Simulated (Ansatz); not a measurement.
# CH4ClFSSi: how energies converge with the basis set

An exercise on one series of results from a longer session: the logs are not shown, and one member is left open.

Program: Ansatz 0.2.0, Gaussian basis. Level of theory: one geometry, several basis sets. These are calculated values, not measurements.

Levels to be run: PBE0-D4/def2-SVP; ωB97M-V/def2-SVP; PBE0-D4/def2-QZVPP; ωB97M-V/def2-QZVPP; the functionals' def2-TZVPP values are taken from earlier runs.

**Structure used throughout**

The geometry comes from an earlier relaxation with PBE0-D4 in a triple-zeta def2 set; it is a stationary point, not always the lowest conformer.

9 atoms, charge 0, spin multiplicity 1.

Atoms are counted from 1 here; the program's logs count them from 0.

Bond lengths: C1–S2 1.819 Å, C1–H6 1.089 Å, C1–H7 1.089 Å, C1–H8 1.089 Å, S2–Si3 2.095 Å, Si3–F4 1.592 Å, Si3–Cl5 2.044 Å, Si3–H9 1.473 Å. Angles: S2–C1–H6 106.1°, S2–C1–H7 110.9°, S2–C1–H8 110.7°, H6–C1–H7 109.2°, H6–C1–H8 109.3°, H7–C1–H8 110.4°, C1–S2–Si3 100.5°, S2–Si3–F4 111.7°, S2–Si3–Cl5 112.0°, S2–Si3–H9 108.8°, F4–Si3–Cl5 105.2°, F4–Si3–H9 109.1°, Cl5–Si3–H9 110.1°.

Set-up of the first run:

in.yaml

```yaml
crystal:
  periodic: [false, false, false]
  atoms:
    - {symbol: C, position_ang: [-0.662049, -1.024756, -0.933001]}
    - {symbol: S, position_ang: [0.780273, -1.101973, 0.172852]}
    - {symbol: Si, position_ang: [0.740973, 0.828695, 0.986133]}
    - {symbol: F, position_ang: [-0.567409, 1.071671, 1.859634]}
    - {symbol: Cl, position_ang: [0.691770, 2.269066, -0.462925]}
    - {symbol: H, position_ang: [-0.708620, -1.988791, -1.437376]}
    - {symbol: H, position_ang: [-1.578893, -0.871801, -0.366482]}
    - {symbol: H, position_ang: [-0.536576, -0.236460, -1.673464]}
    - {symbol: H, position_ang: [1.929130, 1.008051, 1.837529]}
basis:
  gaussian: {orbitals: def2-SVP}
hamiltonian: {xc: pbe0, dispersion: d4}
output: {orbitals: {seedname: orbitals}}
```

Run with:

```sh
$ ansatz run in.yaml --threads 4 --pin off --events-out ev --progress --plain --max-ram 10444MiB
```

Among the steps run: PBE0-D4 in def2-SVP; ωB97M-V in def2-SVP; PBE0-D4 in def2-QZVPP; ωB97M-V in def2-QZVPP.

One of the session's tables, all rows but one given; the rest of the session is left out.

```
functional       basis  HOMO (eV)  LUMO (eV)
   PBE0-D4    def2-SVP      -7.50       0.19
   PBE0-D4  def2-TZVPP          ?          ?
   PBE0-D4  def2-QZVPP      -7.59      -0.47
   ωB97M-V    def2-SVP      -9.66       2.26
   ωB97M-V  def2-TZVPP      -9.75       1.65
   ωB97M-V  def2-QZVPP      -9.79       1.20
```

**Question.** Estimate the row for PBE0-D4, def2-TZVPP.

As computed: HOMO (eV): -7.56; LUMO (eV): -0.27. In the column «HOMO (eV)» it lies between PBE0-D4, def2-QZVPP (-7.59) and PBE0-D4, def2-SVP (-7.50).
